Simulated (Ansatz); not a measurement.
**LuPb2: pressure against volume**

An exercise on one series of results from a longer session: the logs are not shown, and one member is left open.

Method: DFT PBEsol, scalar-relativistic, in Ansatz 0.2.0.

## The starting structure

The structure is tetragonal, space group I4/mmm (No. 139). Conventional cell: a = 3.706 Å, b = 3.706 Å, c = 13.120 Å, α = 90.00°, β = 90.00°, γ = 90.00°. Around Lu (site symmetry 4/mmm) lie 8 Pb at 3.42 Å and 4 Lu at 3.71 Å. Pb (site symmetry 4mm) has 8 Pb at 3.41 to 3.71 Å and 4 Lu at 3.42 Å in its first shell of neighbours.

Structure file:

```xyz
3
Lattice="-1.8531 1.8531 6.5600 1.8531 -1.8531 6.5600 1.8531 1.8531 -6.5600" Properties=species:S:1:pos:R:3 pbc="T T T"
Lu    0.0000    0.0000    0.0000
Pb    0.0000    0.0000    4.3690
Pb    0.0000    0.0000    8.7510
```

Atoms are numbered in the order of the input: Lu1, Pb2, Pb3.

Set-up of the first run:

Contents of input.yaml:

```yaml
crystal:
  lattice:
    - [-1.8280057137, 1.8280057137, 6.471340483]
    - [1.8280057137, -1.8280057137, 6.471340483]
    - [1.8280057137, 1.8280057137, -6.471340483]
  atoms:
    - { symbol: Lu, position: [0.0, 0.0, 0.0] }
    - { symbol: Pb, position: [0.333, 0.333, 0.0] }
    - { symbol: Pb, position: [0.667, 0.667, 0.0] }
kpoints:
  mp_grid: { grid: [12, 12, 12] }
  band_path:
    path:
      - [0.0, 0.0, 0.0]
      - [0.0, 0.0, 0.5]
      - [0.25, 0.25, 0.25]
      - [0.0, 0.5, 0.0]
      - [0.0, 0.0, 0.0]
      - [0.5, 0.5, -0.5]
      - [0.2699483328, 0.7300516672, -0.2699483328]
      - [-0.2699483328, 0.2699483328, 0.2699483328]
      - [0.0, 0.0, 0.0]
    npoints: 5
scf:
  occupations: { method: fermi_dirac, width: 0.05 }
hamiltonian:
  xc: pbesol
  pseudopotentials: { kind: all_electron, lapw: { basis_error: 0.001 } }
output:
  forces: true
  stress: true
  eigenvalues: true
```

Started as:

```sh
$ ansatz run input.yaml --threads 1 --pin off --max-ram 4096MiB --backend cpu --events-out ev --progress --plain --runs-dir out
```

Among the steps run: Volume × 0.96, LAPW; Volume × 0.96, PAW; Volume × 0.96, crystal datasets; Volume × 0.99, LAPW; Volume × 0.99, PAW; Volume × 0.99, crystal datasets; Volume × 1.02, LAPW; Volume × 1.02, PAW; Volume × 1.02, crystal datasets; Volume × 1.06, LAPW; Volume × 1.06, PAW; Volume × 1.06, crystal datasets.

One table of the session follows, with a row left open; its other results are not shown here.

```
          method  volume (Å³/atom)  pressure (GPa)  largest force (eV/Å)
            LAPW            28.833           -2.07                 0.379
            LAPW            29.734           -3.32                 0.359
            LAPW            30.635           -4.37                 0.344
            LAPW            31.836           -5.51                 0.328
             PAW            28.833           -2.08                 0.379
             PAW            29.734           -3.33                 0.359
             PAW            30.635           -4.38                 0.344
             PAW            31.836           -5.51                 0.328
crystal datasets            28.833               ?                     ?
crystal datasets            29.734           -3.33                 0.359
crystal datasets            30.635           -4.37                 0.344
crystal datasets            31.836           -5.51                 0.328
```

Q: Estimate the row for crystal datasets, 28.833 from the others.

The run gave: pressure (GPa): -2.07; largest force (eV/Å): 0.380.

To keep in mind: Warnings in the runs' records: gradients without spin orbit, crystal datasets made.
